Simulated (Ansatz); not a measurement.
**C2H6BrNSi: basis-set convergence**

Aim: see how fast density functionals converge with the basis set for C2H6BrNSi.

The runs use Ansatz 0.2.0, Gaussian basis; one geometry, several basis sets.

The runs, in order: PBE0-D4/def2-SVP; ωB97M-V/def2-SVP; PBE0-D4/def2-QZVPP; ωB97M-V/def2-QZVPP; the functionals' def2-TZVPP values are taken from earlier runs.

### 1 The relaxed structure

An earlier PBE0-D4 in a triple-zeta def2 set relaxation fixed the geometry.

SMILES `N/C=C(/[SiH3])Br`, 11 atoms, charge 0, spin multiplicity 1.

Atoms are counted from 1 here; the program's logs count them from 0.

Bond lengths: N1–C2 1.355 Å, N1–H6 1.003 Å, N1–H7 1.007 Å, C2–C3 1.344 Å, C2–H8 1.087 Å, C3–Si4 1.840 Å, C3–Br5 1.908 Å, Si4–H9 1.487 Å, Si4–H10 1.487 Å, Si4–H11 1.490 Å. Angles: C2–N1–H6 119.0°, C2–N1–H7 117.9°, H6–N1–H7 116.9°, N1–C2–C3 127.6°, N1–C2–H8 115.0°, C3–C2–H8 117.4°, C2–C3–Si4 125.4°, C2–C3–Br5 118.0°, Si4–C3–Br5 116.7°, C3–Si4–H9 111.3°, C3–Si4–H10 111.6°, C3–Si4–H11 107.2°, H9–Si4–H10 107.8°, H9–Si4–H11 109.5°, H10–Si4–H11 109.4°.

### 2 PBE0-D4 in def2-SVP

in.yaml reads:

```yaml
crystal:
  periodic: [false, false, false]
  atoms:
    - {symbol: N, position_ang: [-0.951423, 1.497126, -1.304897]}
    - {symbol: C, position_ang: [-0.573646, 0.337104, -0.716263]}
    - {symbol: C, position_ang: [0.299814, 0.176739, 0.292169]}
    - {symbol: Si, position_ang: [0.824563, -1.438334, 0.999680]}
    - {symbol: Br, position_ang: [1.075383, 1.741467, 1.061584]}
    - {symbol: H, position_ang: [-1.779346, 1.508421, -1.870305]}
    - {symbol: H, position_ang: [-0.695681, 2.360281, -0.853371]}
    - {symbol: H, position_ang: [-1.011652, -0.560373, -1.145288]}
    - {symbol: H, position_ang: [0.500885, -1.524253, 2.448229]}
    - {symbol: H, position_ang: [2.287982, -1.652387, 0.847379]}
    - {symbol: H, position_ang: [0.088621, -2.502789, 0.261784]}
basis:
  gaussian: {orbitals: def2-SVP}
hamiltonian: {xc: pbe0, dispersion: d4}
output: {orbitals: {seedname: orbitals}}
```

After this run come: ωB97M-V in def2-SVP; PBE0-D4 in def2-QZVPP; ωB97M-V in def2-QZVPP.

**Question.** What will the summary of the whole plan be? Wanted: PBE0-D4: double and triple zeta above quadruple; ωB97M-V: double and triple zeta above quadruple.

As calculated:

| quantity | value |
| --- | --- |
| PBE0-D4: double and triple zeta above quadruple | 17.27, 1.91 eV |
| ωB97M-V: double and triple zeta above quadruple | 17.35, 1.83 eV |

What this shows: For PBE0-D4 the step from double to triple zeta gains 15.36 eV and the next only 1.91 eV. Total energies overstate the basis error of differences, where much of it tends to cancel. The LUMO of ωB97M-V is positive and keeps falling with the basis (2.56 to 1.40 eV): an unbound level that the basis holds in place.
